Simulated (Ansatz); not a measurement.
# ZrCu: pressure up to the limit of the methods

Aim: compress ZrCu step by step, far beyond the usual range, and follow pressure and electronic structure. The runs shown use PAW. Its runs: volume scaled by 1 (PAW); volume scaled by 0.85 (PAW); volume scaled by 0.6 (PAW); volume scaled by 0.5 (PAW).

Method: DFT, LDA, PAW with Ansatz's default frozen-core files, scalar-relativistic, in Ansatz 0.2.0.

1 further run of the same task is left out (set aside as unsound or not needed).

**1. The starting structure**

The structure is cubic, space group Pm-3m (No. 221). The conventional cell has a = 3.253 Å, b = 3.253 Å, c = 3.253 Å, α = 90.00°, β = 90.00°, γ = 90.00°. Zr (site symmetry m-3m) is surrounded by 8 Cu at 2.82 Å. Around Cu (site symmetry m-3m) lie 8 Zr at 2.82 Å.

Coordinates:

```
Zr Cu
1.0
     3.25266    0.00000    0.00000
     0.00000    3.25266    0.00000
     0.00000    0.00000    3.25266
Zr Cu
1 1
Direct
  0.50000 0.50000 0.50000
  0.00000 0.00000 0.00000
```

Whether this phase is the stable one at these pressures isn't tested.

Atoms are numbered in the order of the input: Zr1, Cu2.

**2. Volume scaled by 1, PAW**

Input file input.yaml:

```yaml
crystal:
  lattice:
    - [3.25266425, 0.0, 0.0]
    - [0.0, 3.25266425, 0.0]
    - [0.0, 0.0, 3.25266425]
  atoms:
    - { symbol: Zr, position: [0.5, 0.5, 0.5] }
    - { symbol: Cu, position: [0.0, 0.0, 0.0] }
kpoints:
  mp_grid: { grid: [11, 11, 11] }
  band_path:
    path:
      - [0.0, 0.0, 0.0]
      - [0.0, 0.5, 0.0]
      - [0.5, 0.5, 0.0]
      - [0.0, 0.0, 0.0]
      - [0.5, 0.5, 0.5]
      - [0.0, 0.5, 0.0]
      - [0.5, 0.5, 0.5]
      - [0.5, 0.5, 0.0]
    npoints: 6
scf:
  occupations: { method: fermi_dirac, width: 0.05 }
hamiltonian:
  xc: lda
  pseudopotentials: { kind: paw }
output:
  forces: true
  stress: true
  eigenvalues: true
  populations: true
```

The run is started by

```bash
ansatz run input.yaml --threads 1 --pin off --max-ram 2048MiB --backend cpu --events-out ev --progress --plain --runs-dir out
```

Output:

```text
Engine: ansatz 0.2.0
Pseudopotentials: kind: paw
Pseudopotential: Zr, paw, valence charge 12, recommended cutoff 420 eV (normal)
Pseudopotential: Cu, paw, valence charge 19, recommended cutoff 420 eV (normal)
Functional definition: SPW92
  exchange = slater_x
  correlation = pw_c
Crystal: 2 atoms, lattice volume = 34.413 Å³
Basis set: ecut = 420 eV, 691 PW (Γ)
Bands: 20, of which v1, the nominal top of the filled ones, is band 16 counted from 1 (15 counted from 0)
Symmetry: 48 space group operations
Space group: Pm-3m (ITA 221), of the structure as read, at distance tolerance 3.3e-5 Å
k-points: 56 of 1331
Non-local potential: Zr, projectors of the file, l = 0: 3, l = 1: 2, l = 2: 2, l = 3: 2
Non-local potential: Cu, projectors of the file, l = 0: 3, l = 1: 2, l = 2: 3, l = 3: 1
PAW form: soft (Blöchl's): semilocal exchange-correlation on the pseudo side does not see the compensation charge
PAW frozen core: Zr, regenerated for the run's functional, and the local potential with it (the file was generated under x = pbe(κ = 0.804, μ = 0.2195149727645171), c = pbe(β = 0.06672455060314922))
PAW frozen core: Cu, regenerated for the run's functional, and the local potential with it (the file was generated under x = pbe(κ = 0.804, μ = 0.2195149727645171), c = pbe(β = 0.06672455060314922))
PAW one-centre angular grid: Zr, 590 points (default); XC on 64 Gauss nodes
PAW one-centre angular grid: Cu, 590 points (default); XC on 64 Gauss nodes
Initial density: superposition of atomic densities (neutral atoms: chi_scale 0, normalization atom), corrected by the library's trained network
Initial wavefunctions: pseudopotential atomic-orbital guess
Functional: x = slater, c = lda
SCF iter   1: F=—  HF=-10633.388376 eV  |F-HF|=—  |Δ(HF+E_count)|=         —  Δρ=9.26e-3  dr2=1.04e-2  ethr=1.77e-3  ⟨swp⟩=4.3  Hψ=4278  notcnv=0
preconditioner: auto → none  [metal: Δε(μ)=0.044 eV  Ē_g=12.657 eV  σ=0.050 eV  W_gap=0.21  n_scr=6 (ndim 8)  ℏωp=29.0 eV  f_vac=0.000  D(μ)=2.98/eV (n_scr^D=32)  sad-step TF]
SCF iter   2: F=—  HF=-10633.386074 eV  |F-HF|=—  |Δ(HF+E_count)|=   2.30e-3  Δρ=3.12e-3  dr2=2.53e-3  ethr=3.37e-5  ⟨swp⟩=2.0  Hψ=2155  notcnv=0
SCF iter   3: F=—  HF=-10633.385699 eV  |F-HF|=—  |Δ(HF+E_count)|=   3.75e-4  Δρ=1.51e-3  dr2=3.11e-4  ethr=8.16e-6  ⟨swp⟩=2.2  Hψ=1632  notcnv=0
SCF iter   4: F=—  HF=-10633.385669 eV  |F-HF|=—  |Δ(HF+E_count)|=   3.06e-5  Δρ=8.39e-5  dr2=1.84e-6  ethr=1.00e-6  ⟨swp⟩=2.1  Hψ=1645  notcnv=0
SCF iter   5: F=—  HF=-10633.385663 eV  |F-HF|=—  |Δ(HF+E_count)|=   5.63e-6  Δρ=3.72e-5  dr2=2.49e-7  ethr=5.95e-9  ⟨swp⟩=2.0  Hψ=1604  notcnv=0
SCF iter   6: F=-10633.385663 eV  HF=-10633.385663 eV  |F-HF|=4.22e-10  |Δ(HF+E_count)|=   5.60e-8  Δρ=3.24e-6  dr2=1.63e-9  ethr=3.23e-10  ⟨swp⟩=4.0  Hψ=3735  notcnv=0
SCF 1 converged in 6 iterations: F = -10633.385663 eV  dr2 = 1.63e-9
NSCF: frozen V_eff on 43 k-points
SCF converged after 6 iterations
Free energy (F): -10633.385663 eV
Harris-Foulkes:  -10633.385663 eV  (|F-HF|=4.22e-10)
Internal energy: -10633.361695 eV  (E = F + TS)
E sigma→0 (E₀):  -10633.373679 eV
Entropy (-TS):   -0.023968 eV (-11.984 meV/atom)
Fermi energy:    14.970631 eV
--- Per-component energies (eV) ---
  E_band       = -481.646653
  E_kinetic    = 633.781505
  E_local      = -5390.481320  (includes V_loc(G=0)·N_el)
  E_nonlocal   = 473.815852
  E_hartree    = 2318.391366
  E_xc         = -249.923296
  E_vxc        = -306.621350  (∫ρ·V_xc dr)
  E_paw        = -4438.718518  (= ΣΔE_a)
  E_vpaw       = -528.921558  (= ΣTr[D̂ρ^β])
  E_aug_tail   = 0.000195  (compensation charges beyond the density's cutoff)
  E_ewald      = -3981.047538
  E_core_change = 0.820061  (= ΣΔE_core)
  E_smearing   = -0.023968  (= −TS)
  E_closure    = -0.000000  (closes the sum)
  Σ components = -10633.385663   (vs F -10633.385663, Δ=0.00e0)
--- Forces (eV/Å), atoms counted from 1 ---
  atom   1  Zr     0.00000000     0.00000000     0.00000000
  atom   2  Cu    -0.00000000     0.00000000     0.00000000
  max |Σ_I F_I| component: 3.76e-29 eV/Å
--- Stress (GPa, compression-positive) ---
       -6.993245      -0.000000       0.000000
        0.000000      -6.993245       0.000000
        0.000000       0.000000      -6.993245
  P = ⅓ Tr σ = -6.9932 GPa (-69.932 kbar)
--- Band table (eV; the first three rows and the last of 56) ---
  k-point 0: bands = ["-97.1476", "-54.9502", "-54.9502", "-54.9502", "-33.7219", "-11.5808", "-11.5808", "-11.5808", "7.7193", "10.8191", "10.8191", "11.8983", "11.8983", "11.8983", "14.8758", "14.8758", "18.9333", "18.9333", "18.9333", "21.8186"]
  k-point 1: bands = ["-97.1476", "-54.9504", "-54.9502", "-54.9502", "-33.7186", "-11.6212", "-11.5776", "-11.5776", "7.8736", "10.8644", "10.8815", "11.8932", "11.8932", "11.9089", "14.8425", "14.9104", "18.4792", "18.4792", "18.9231", "21.3031"]
  k-point 2: bands = ["-97.1475", "-54.9510", "-54.9502", "-54.9502", "-33.7097", "-11.7281", "-11.5689", "-11.5689", "8.3187", "10.9915", "11.0426", "11.8809", "11.8809", "11.9376", "14.7469", "14.9246", "17.6486", "17.6486", "18.8952", "20.3507"]
  k-point 55: bands = ["-97.1473", "-54.9523", "-54.9523", "-54.9523", "-33.6038", "-11.9309", "-11.9300", "-11.9300", "11.5233", "11.5805", "11.5805", "12.2049", "12.2049", "12.4750", "12.7921", "12.7921", "17.7527", "19.8649", "19.8649", "21.5078"]
--- Löwdin populations: 2 sites ---
  site symbol       q [e]
     0     Zr     12.1507
     1     Cu     18.6170
  spilling = 0.007494 (of n_electrons = 31.000000)
```

Run time: 3.4 s. Hardware: 1 thread of Arm Neoverse V1, shared host; peak memory 0.33 GiB.

This run gives: pressure -6.99 GPa; no gap.

At the corners of the path (eV, zero at the Fermi level):

```csv
point,band 13,band 14,band 15,band 16,band 17,band 18,band 19
Γ,-3.07,-3.07,-0.09,-0.09,3.96,3.96,3.96
X,-3.12,-2.94,-1.98,-0.64,1.02,1.02,3.83
M,-2.63,-2.12,0.48,0.66,0.66,2.78,2.78
Γ,-3.07,-3.07,-0.09,-0.09,3.96,3.96,3.96
R,-2.61,-2.42,-2.42,-2.42,2.47,5.35,5.35
X,-3.12,-2.94,-1.98,-0.64,1.02,1.02,3.83
R,-2.61,-2.42,-2.42,-2.42,2.47,5.35,5.35
M,-2.63,-2.12,0.48,0.66,0.66,2.78,2.78
```

**3. Volume scaled by 0.85, PAW**

input.yaml, as its differences from that of step 2:

```diff
@@ -2,5 +2,5 @@
   lattice:
-    - [3.25266425, 0.0, 0.0]
-    - [0.0, 3.25266425, 0.0]
-    - [0.0, 0.0, 3.25266425]
+    - [3.0811455303, 0.0, 0.0]
+    - [0.0, 3.0811455303, 0.0]
+    - [0.0, 0.0, 3.0811455303]
   atoms:
```

The run is started by

```bash
ansatz run input.yaml --threads 1 --pin off --max-ram 2048MiB --backend cpu --events-out ev --progress --plain --runs-dir out
```

Output, cut to the lines that bear on the results:

```text
[...]
[... 4 set-up lines as earlier in the session ...]
[...]
Crystal: 2 atoms, lattice volume = 29.251 Å³
Basis set: ecut = 420 eV, 587 PW (Γ)
Bands: 20, of which v1, the nominal top of the filled ones, is band 16 counted from 1 (15 counted from 0)
[... 1 set-up line as earlier in the session ...]
Space group: Pm-3m (ITA 221), of the structure as read, at distance tolerance 3.1e-5 Å
k-points: 56 of 1331
[...]
SCF iter   1: F=—  HF=-10633.255645 eV  |F-HF|=—  |Δ(HF+E_count)|=         —  Δρ=9.50e-3  dr2=9.02e-3  ethr=1.77e-3  ⟨swp⟩=4.2  Hψ=4279  notcnv=0
[...]
SCF iter   6: F=-10633.253032 eV  HF=-10633.253032 eV  |F-HF|=3.93e-9  |Δ(HF+E_count)|=   4.18e-8  Δρ=5.21e-6  dr2=3.81e-9  ethr=3.23e-10  ⟨swp⟩=4.0  Hψ=3625  notcnv=0
[...]
NSCF: frozen V_eff on 43 k-points
SCF converged after 6 iterations
Free energy (F): -10633.253032 eV
[...]
E sigma→0 (E₀):  -10633.242369 eV
Entropy (-TS):   -0.021326 eV (-10.663 meV/atom)
Fermi energy:    18.148180 eV
[...]
--- Forces (eV/Å), atoms counted from 1 ---
  atom   1  Zr     0.00000000    -0.00000000     0.00000000
  atom   2  Cu    -0.00000000    -0.00000000     0.00000000
[...]
--- Stress (GPa, compression-positive) ---
       18.670390       0.000000      -0.000000
        0.000000      18.670390       0.000000
        0.000000       0.000000      18.670390
  P = ⅓ Tr σ = 18.6704 GPa (186.704 kbar)
--- Band table (eV; the first three rows and the last of 56) ---
  k-point 0: bands = ["-94.4171", "-52.2219", "-52.2219", "-52.2219", "-30.1498", "-7.9334", "-7.9334", "-7.9334", "10.2705", "13.1298", "13.1298", "14.5856", "14.5856", "14.5856", "18.0313", "18.0313", "22.9576", "22.9576", "22.9576", "25.8936"]
[...]
--- Löwdin populations: 2 sites ---
  site symbol       q [e]
     0     Zr     12.2800
     1     Cu     18.5194
  spilling = 0.006470 (of n_electrons = 31.000000)
```

Wall time 3.2 s (1 thread of Arm Neoverse V1, shared host); peak memory 0.32 GiB.

Result: pressure 18.67 GPa; no gap.

**4. Volume scaled by 0.6, PAW**

input.yaml, as its differences from that of step 3:

```diff
@@ -2,5 +2,5 @@
   lattice:
-    - [3.0811455303, 0.0, 0.0]
-    - [0.0, 3.0811455303, 0.0]
-    - [0.0, 0.0, 3.0811455303]
+    - [2.7434032777, 0.0, 0.0]
+    - [0.0, 2.7434032777, 0.0]
+    - [0.0, 0.0, 2.7434032777]
   atoms:
```

The run is started by

```bash
ansatz run input.yaml --threads 1 --pin off --max-ram 2048MiB --backend cpu --events-out ev --progress --plain --runs-dir out
```

Output, cut to the lines that bear on the results:

```text
[...]
[... 4 set-up lines as earlier in the session ...]
[...]
Crystal: 2 atoms, lattice volume = 20.648 Å³
Basis set: ecut = 420 eV, 437 PW (Γ)
Bands: 20, of which v1, the nominal top of the filled ones, is band 16 counted from 1 (15 counted from 0)
[... 1 set-up line as earlier in the session ...]
Space group: Pm-3m (ITA 221), of the structure as read, at distance tolerance 2.7e-5 Å
k-points: 56 of 1331
[...]
SCF iter   1: F=—  HF=-10629.402112 eV  |F-HF|=—  |Δ(HF+E_count)|=         —  Δρ=2.08e-2  dr2=9.91e-2  ethr=1.77e-3  ⟨swp⟩=5.0  Hψ=4480  notcnv=0
[...]
SCF iter   6: F=-10629.373074 eV  HF=-10629.373074 eV  |F-HF|=9.30e-10  |Δ(HF+E_count)|=   2.49e-8  Δρ=7.28e-6  dr2=3.32e-9  ethr=3.23e-10  ⟨swp⟩=4.9  Hψ=4428  notcnv=0
[...]
NSCF: frozen V_eff on 43 k-points
SCF converged after 6 iterations
Free energy (F): -10629.373074 eV
[...]
E sigma→0 (E₀):  -10629.368896 eV
Entropy (-TS):   -0.008356 eV (-4.178 meV/atom)
Fermi energy:    26.890801 eV
[...]
--- Forces (eV/Å), atoms counted from 1 ---
  atom   1  Zr    -0.00000000     0.00000000    -0.00000000
  atom   2  Cu    -0.00000000    -0.00000000     0.00000000
[...]
--- Stress (GPa, compression-positive) ---
      160.469599       0.000000       0.000000
        0.000000     160.469599       0.000000
       -0.000000       0.000000     160.469599
  P = ⅓ Tr σ = 160.4696 GPa (1604.696 kbar)
--- Band table (eV; the first three rows and the last of 56) ---
  k-point 0: bands = ["-86.9880", "-44.8180", "-44.8180", "-44.8180", "-21.2410", "1.5004", "1.5004", "1.5004", "18.0028", "19.1711", "19.1711", "21.8335", "21.8335", "21.8335", "26.5099", "26.5099", "33.6973", "33.6973", "33.6973", "37.1801"]
[...]
--- Löwdin populations: 2 sites ---
  site symbol       q [e]
     0     Zr     12.5927
     1     Cu     18.2610
  spilling = 0.004719 (of n_electrons = 31.000000)
```

Run time: 2.6 s. Hardware: 1 thread of Arm Neoverse V1, shared host; peak memory 0.3 GiB.

Result: pressure 160.47 GPa; no gap.

**5. Volume scaled by 0.5, PAW**

input.yaml, as its differences from that of step 4:

```diff
@@ -2,5 +2,5 @@
   lattice:
-    - [2.7434032777, 0.0, 0.0]
-    - [0.0, 2.7434032777, 0.0]
-    - [0.0, 0.0, 2.7434032777]
+    - [2.5816413261, 0.0, 0.0]
+    - [0.0, 2.5816413261, 0.0]
+    - [0.0, 0.0, 2.5816413261]
   atoms:
```

The run is started by

```bash
ansatz run input.yaml --threads 1 --pin off --max-ram 2048MiB --backend cpu --events-out ev --progress --plain --runs-dir out
```

Output, cut to the lines that bear on the results:

```text
[...]
[... 4 set-up lines as earlier in the session ...]
[...]
Crystal: 2 atoms, lattice volume = 17.206 Å³
Basis set: ecut = 420 eV, 341 PW (Γ)
Bands: 20, of which v1, the nominal top of the filled ones, is band 16 counted from 1 (15 counted from 0)
[... 1 set-up line as earlier in the session ...]
Space group: Pm-3m (ITA 221), of the structure as read, at distance tolerance 2.6e-5 Å
k-points: 56 of 1331
[...]
SCF iter   1: F=—  HF=-10624.542239 eV  |F-HF|=—  |Δ(HF+E_count)|=         —  Δρ=6.87e-2  dr2=7.28e-1  ethr=1.77e-3  ⟨swp⟩=5.4  Hψ=4678  notcnv=0
[...]
SCF iter   7: F=-10624.385858 eV  HF=-10624.385858 eV  |F-HF|=1.35e-8  |Δ(HF+E_count)|=   1.56e-7  Δρ=1.56e-5  dr2=2.74e-8  ethr=3.23e-10  ⟨swp⟩=4.1  Hψ=4752  notcnv=0
[...]
NSCF: frozen V_eff on 43 k-points
SCF converged after 7 iterations
Free energy (F): -10624.385858 eV
[...]
E sigma→0 (E₀):  -10624.381393 eV
Entropy (-TS):   -0.008930 eV (-4.465 meV/atom)
Fermi energy:    32.780030 eV
[...]
--- Forces (eV/Å), atoms counted from 1 ---
  atom   1  Zr     0.00000000    -0.00000000    -0.00000000
  atom   2  Cu    -0.00000000     0.00000000     0.00000000
[...]
--- Stress (GPa, compression-positive) ---
      322.807017      -0.000000       0.000000
        0.000000     322.807017       0.000000
        0.000000       0.000000     322.807017
  P = ⅓ Tr σ = 322.8070 GPa (3228.070 kbar)
--- Band table (eV; the first three rows and the last of 56) ---
  k-point 0: bands = ["-82.0737", "-39.9301", "-39.9301", "-39.9301", "-15.9471", "7.4546", "7.4546", "7.4546", "23.0255", "23.0255", "23.7896", "26.6003", "26.6003", "26.6003", "32.0920", "32.0920", "40.7074", "40.7074", "40.7074", "44.8323"]
[...]
--- Löwdin populations: 2 sites ---
  site symbol       q [e]
     0     Zr     12.7595
     1     Cu     18.1082
  spilling = 0.004269 (of n_electrons = 31.000000)
```

It took 2.7 s on 1 thread of Arm Neoverse V1, shared host; peak memory 0.29 GiB.

Result: pressure 322.81 GPa; no gap.

Levels at the path's labelled points, in eV from the Fermi level:

```csv
point,band 13,band 14,band 15,band 16,band 17,band 18,band 19
Γ,-6.18,-6.18,-0.69,-0.69,7.93,7.93,7.93
X,-5.80,-4.98,-3.29,-0.23,0.54,0.54,7.17
M,-4.95,-3.64,0.92,3.36,3.36,5.26,5.26
Γ,-6.18,-6.18,-0.69,-0.69,7.93,7.93,7.93
R,-5.69,-5.69,-4.89,-4.89,5.32,11.40,11.40
X,-5.80,-4.98,-3.29,-0.23,0.54,0.54,7.17
R,-5.69,-5.69,-4.89,-4.89,5.32,11.40,11.40
M,-4.95,-3.64,0.92,3.36,3.36,5.26,5.26
```

**6. The series in one table**

| method | volume over the first | volume (Å³/atom) | pressure (GPa) | SCF cycles, all passes | time |
| --- | --- | --- | --- | --- | --- |
| PAW | 1 | 17.206 | -6.99 | 6 | 3.4 s |
| PAW | 0.85 | 14.625 | 18.67 | 6 | 3.2 s |
| PAW | 0.6 | 10.324 | 160.47 | 6 | 2.6 s |
| PAW | 0.5 | 8.603 | 322.81 | 7 | 2.7 s |

**7. Summary of results**

| quantity | value |
| --- | --- |
| PAW pressure at 0.5 of the volume | 322.8 GPa |
| fitted bulk modulus at zero pressure (PAW) | 142 GPa |
| its pressure derivative | 3.98 |

By PAW the pressure climbs to 323 GPa at 0.5 of the first volume. One third-order Birch-Murnaghan curve follows these points (B₀ = 142 GPa, B′ = 3.98, misfit at most 0.36 GPa). A fit over so wide a range leans to the high pressures, so B₀ can be off by several per cent. No all-electron run checks these rows here, and frozen cores can fail under such compression. The ions are at rest, and the electrons smeared by 0.05 eV.
